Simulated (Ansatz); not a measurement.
**SiBH₃O₂: how energies converge with the basis set**

How large a basis does SiBH₃O₂ need? Two functionals are run in growing sets.

Computed with Ansatz 0.2.0, Gaussian basis. Level: one geometry, several basis sets.

Plan: PBE0-D4/def2-SVP; ωB97M-V/def2-SVP; PBE0-D4/def2-QZVPP; ωB97M-V/def2-QZVPP; the functionals' def2-TZVPP values are taken from earlier runs.

## (1) Structure used throughout

An earlier PBE0-D4 in a triple-zeta def2 set relaxation fixed the geometry.

SMILES `O[SiH]1BO1`, 7 atoms, charge 0, spin multiplicity 1.

Atoms are counted from 1 here; the program's logs count them from 0.

Bond lengths: O1–Si2 1.634 Å, O1–H5 0.959 Å, Si2–B3 1.884 Å, Si2–O4 1.735 Å, Si2–H6 1.481 Å, B3–O4 1.351 Å, B3–H7 1.190 Å. Angles: Si2–O1–H5 118.1°, O1–Si2–B3 123.1°, O1–Si2–O4 115.1°, O1–Si2–H6 109.6°, B3–Si2–O4 43.6°, B3–Si2–H6 126.9°, O4–Si2–H6 109.4°, Si2–B3–O4 62.3°, Si2–B3–H7 167.1°, O4–B3–H7 130.6°, Si2–O4–B3 74.1°.

Geometry (Å):

| atom | x (Å) | y (Å) | z (Å) |
| --- | --- | --- | --- |
| O1 | -1.08520 | 0.70212 | -1.14008 |
| Si2 | -0.02735 | 0.46784 | 0.08341 |
| B3 | 1.23246 | -0.93324 | 0.10066 |
| O4 | 0.04066 | -1.15352 | 0.69664 |
| H5 | -1.93261 | 1.10072 | -0.93383 |
| H6 | -0.33634 | 1.40034 | 1.19197 |
| H7 | 2.16948 | -1.65225 | -0.04446 |

## (2) PBE0-D4 in def2-SVP

The input, in.yaml:

```yaml
crystal:
  periodic: [false, false, false]
  atoms:
    - {symbol: O, position_ang: [-1.085199, 0.702115, -1.140083]}
    - {symbol: Si, position_ang: [-0.027352, 0.467843, 0.083407]}
    - {symbol: B, position_ang: [1.232462, -0.933245, 0.100657]}
    - {symbol: O, position_ang: [0.040658, -1.153520, 0.696645]}
    - {symbol: H, position_ang: [-1.932614, 1.100717, -0.933828]}
    - {symbol: H, position_ang: [-0.336337, 1.400338, 1.191966]}
    - {symbol: H, position_ang: [2.169482, -1.652247, -0.044463]}
basis:
  gaussian: {orbitals: def2-SVP}
hamiltonian: {xc: pbe0, dispersion: d4}
output: {orbitals: {seedname: orbitals}}
```

The run is started by

```
$ ansatz run in.yaml --threads 2 --pin off --events-out ev --progress --plain --max-ram 4352MiB
```

Further steps of the session: ωB97M-V in def2-SVP; PBE0-D4 in def2-QZVPP; ωB97M-V in def2-QZVPP.

Q: Predict the results of all the runs planned. Wanted: PBE0-D4: double and triple zeta above quadruple; ωB97M-V: double and triple zeta above quadruple.

**Answer**, as computed:

| quantity | value |
| --- | --- |
| PBE0-D4: double and triple zeta above quadruple | 9.41, 0.56 eV |
| ωB97M-V: double and triple zeta above quadruple | 9.51, 0.52 eV |

PBE0-D4 gains 8.85 eV from double to triple zeta, then 0.56 eV more. These are total energies; as a rule much of such shifts cancels in differences, which this series doesn't test. The LUMO of ωB97M-V is positive and keeps falling with the basis (1.41 to 0.76 eV): an unbound level that the basis holds in place.
